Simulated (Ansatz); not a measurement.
# TaCrS3: the cost of one run

Program: Ansatz 0.2.0. Level of theory: DFT PBE, scalar-relativistic, plane waves, PAW. These are calculated values, not measurements.

## 1. The system as given

Symmetry: P4/mmm, No. 123, tetragonal system. Conventional cell: a = 4.281 Å, b = 4.281 Å, c = 4.300 Å, α = 90.00°, β = 90.00°, γ = 90.00°. Ta (site symmetry 4/mmm) has 6 S at 2.14 to 2.15 Å in its first shell of neighbours. Cr (site symmetry 4/mmm) has 12 S at 3.03 Å in its first shell of neighbours. S (site symmetry 4/mmm) is surrounded by 2 Ta at 2.15 Å and 4 Cr at 3.03 Å. S (site symmetry mmm) has 2 Ta at 2.14 Å and 4 Cr at 3.03 Å in its first shell of neighbours.

As a file:

```cif
data_structure
_symmetry_space_group_name_H-M 'P 1'
_symmetry_Int_Tables_number 1
_cell_length_a 4.2807
_cell_length_b 4.2807
_cell_length_c 4.3002
_cell_angle_alpha 90.000
_cell_angle_beta 90.000
_cell_angle_gamma 90.000
_cell_volume 78.80
loop_
_atom_site_label
_atom_site_type_symbol
_atom_site_fract_x
_atom_site_fract_y
_atom_site_fract_z
_atom_site_occupancy
Ta1 Ta 0.50000 0.50000 0.50000 1
Cr1 Cr 0.00000 0.00000 0.00000 1
S1 S 0.50000 0.50000 0.00000 1
S2 S 0.50000 0.00000 0.50000 1
S3 S 0.00000 0.50000 0.50000 1
```

This is candidate A: BaTiO3 type (P4/mmm, No. 123).

(A quick probe on a coarse mesh, which set the mesh and smearing, is not shown.)

## 3. Coarse relaxation (candidate A)

Input file input.yaml:

```yaml
crystal:
  lattice:
    - [4.2807475829, 0.0, 0.0]
    - [0.0, 4.2807475829, 0.0]
    - [0.0, 0.0, 4.3002259583]
  atoms:
    - { symbol: Ta, position: [0.5, 0.5, 0.5] }
    - { symbol: Cr, position: [0.0, 0.0, 0.0], spin: 4.61 }
    - { symbol: S, position: [0.5, 0.5, 0.0] }
    - { symbol: S, position: [0.5, 0.0, 0.5] }
    - { symbol: S, position: [0.0, 0.5, 0.5] }
basis:
  ecutwfc: 420
kpoints:
  mp_grid: { grid: [4, 4, 4] }
hamiltonian:
  xc: pbe
scf:
  occupations: { method: gaussian, width: 0.1 }
  lower_state_search: "off"
output:
  forces: true
  stress: true
  eigenvalues: true
  populations: true
magnetization:
  spin_polarized: true
relax:
  adjacent_minimum: "off"
  f_tol: 0.04
  max_steps: 70
  cell: { stress_tol: 0.4 }
```

The run is started by

```console
ansatz run input.yaml --threads 1 --pin off --max-ram 2560MiB --backend cpu --events-out ev --progress --plain --runs-dir out
```

Q: Estimate wall time and peak memory on 1 thread of Arm Neoverse V2, shared host.

About 52 s, with a peak of 0.44 GiB.
